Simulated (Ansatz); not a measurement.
# C₆H₁₅ClO₃Zr: basis-set convergence

An exercise on one series of results from a longer session: the logs are not shown, and one member is left open.

Computed with Ansatz 0.2.0, Gaussian basis. Level: one geometry, several basis sets.

Plan: PBE0-D4/def2-SVP; ωB97M-V/def2-SVP; PBE0-D4/def2-QZVPP; ωB97M-V/def2-QZVPP; the functionals' def2-TZVPP values are taken from earlier runs.

### Structure used throughout

The geometry comes from an earlier relaxation with PBE0-D4 in a triple-zeta def2 set; it is a stationary point, not always the lowest conformer. Zr takes the def2 core potential; no spin-orbit term is included.

SMILES `CC[O][Zr]([Cl])([O]CC)[O]CC`, 26 atoms, charge 0, spin multiplicity 1.

Atoms are counted from 1 here; the program's logs count them from 0.

Bond lengths: C1–C2 1.513 Å, C1–H12 1.092 Å, C1–H13 1.093 Å, C1–H14 1.093 Å, C2–O3 1.394 Å, C2–H15 1.097 Å, C2–H16 1.097 Å, O3–Zr4 1.911 Å, Zr4–Cl5 2.393 Å, Zr4–O6 1.909 Å, Zr4–O9 1.908 Å, O6–C7 1.394 Å, C7–C8 1.513 Å, C7–H17 1.097 Å, C7–H18 1.097 Å, C8–H19 1.093 Å, C8–H20 1.092 Å, C8–H21 1.093 Å and more. Angles: C2–C1–H12 110.6°, C2–C1–H13 110.7°, C2–C1–H14 110.5°, H12–C1–H13 108.3°, H12–C1–H14 108.4°, H13–C1–H14 108.3°, C1–C2–O3 111.6°, C1–C2–H15 110.2°, C1–C2–H16 110.2°, O3–C2–H15 108.6°, O3–C2–H16 109.0°, H15–C2–H16 107.1°, C2–O3–Zr4 168.9°, O3–Zr4–Cl5 109.8°, O3–Zr4–O6 109.3°, O3–Zr4–O9 109.8°, Cl5–Zr4–O6 109.4°, Cl5–Zr4–O9 109.5° and more.

Set-up of the first run:

File in.yaml:

```yaml
crystal:
  periodic: [false, false, false]
  atoms:
    - {symbol: C, position_ang: [-1.720549, 0.217971, 3.435336]}
    - {symbol: C, position_ang: [-2.128411, -0.855547, 2.450689]}
    - {symbol: O, position_ang: [-1.140863, -1.072994, 1.490671]}
    - {symbol: Zr, position_ang: [0.331650, -1.036009, 0.272812]}
    - {symbol: Cl, position_ang: [1.521745, -3.110088, 0.374784]}
    - {symbol: O, position_ang: [1.505505, 0.394031, 0.744779]}
    - {symbol: C, position_ang: [2.251278, 1.565410, 0.870958]}
    - {symbol: C, position_ang: [2.264209, 2.357850, -0.417513]}
    - {symbol: O, position_ang: [-0.306893, -0.756496, -1.503150]}
    - {symbol: C, position_ang: [-0.797861, -0.530343, -2.788971]}
    - {symbol: C, position_ang: [-0.387779, -1.638462, -3.732733]}
    - {symbol: H, position_ang: [-0.802506, -0.065722, 3.954721]}
    - {symbol: H, position_ang: [-1.545710, 1.166230, 2.921519]}
    - {symbol: H, position_ang: [-2.504933, 0.370558, 4.180955]}
    - {symbol: H, position_ang: [-2.318415, -1.798967, 2.976613]}
    - {symbol: H, position_ang: [-3.060684, -0.573136, 1.945860]}
    - {symbol: H, position_ang: [3.274384, 1.298978, 1.162248]}
    - {symbol: H, position_ang: [1.830034, 2.169499, 1.684279]}
    - {symbol: H, position_ang: [1.249283, 2.641366, -0.706096]}
    - {symbol: H, position_ang: [2.699534, 1.767615, -1.226993]}
    - {symbol: H, position_ang: [2.855493, 3.269410, -0.299817]}
    - {symbol: H, position_ang: [-1.891467, -0.454544, -2.745470]}
    - {symbol: H, position_ang: [-0.418785, 0.434229, -3.149406]}
    - {symbol: H, position_ang: [-0.773477, -2.599823, -3.387282]}
    - {symbol: H, position_ang: [-0.779107, -1.448233, -4.735328]}
    - {symbol: H, position_ang: [0.700227, -1.708885, -3.793470]}
basis:
  gaussian: {orbitals: def2-SVP}
hamiltonian: {xc: pbe0, dispersion: d4}
output: {orbitals: {seedname: orbitals}}
```

The run is started by

```console
> ansatz run in.yaml --threads 11 --pin off --events-out ev --progress --plain --max-ram 120832MiB --backend cpu
```

Among the steps run: PBE0-D4 in def2-SVP; ωB97M-V in def2-SVP; PBE0-D4 in def2-QZVPP; ωB97M-V in def2-QZVPP.

One table of the session follows, with a row left open; its other results are not shown here.

It belongs to the step «Density functionals: the series». 

| functional | basis | HOMO (eV) | LUMO (eV) |
| --- | --- | --- | --- |
| PBE0-D4 | def2-SVP | -7.86 | 0.18 |
| PBE0-D4 | def2-TZVPP | ? | ? |
| PBE0-D4 | def2-QZVPP | -7.94 | -0.11 |
| ωB97M-V | def2-SVP | -10.20 | 1.35 |
| ωB97M-V | def2-TZVPP | -10.28 | 1.03 |
| ωB97M-V | def2-QZVPP | -10.29 | 0.76 |

Estimate the missing values for PBE0-D4, def2-TZVPP.

The run gave: HOMO (eV): -7.92; LUMO (eV): -0.01. In the column «HOMO (eV)» it lies between PBE0-D4, def2-QZVPP (-7.94) and PBE0-D4, def2-SVP (-7.86).
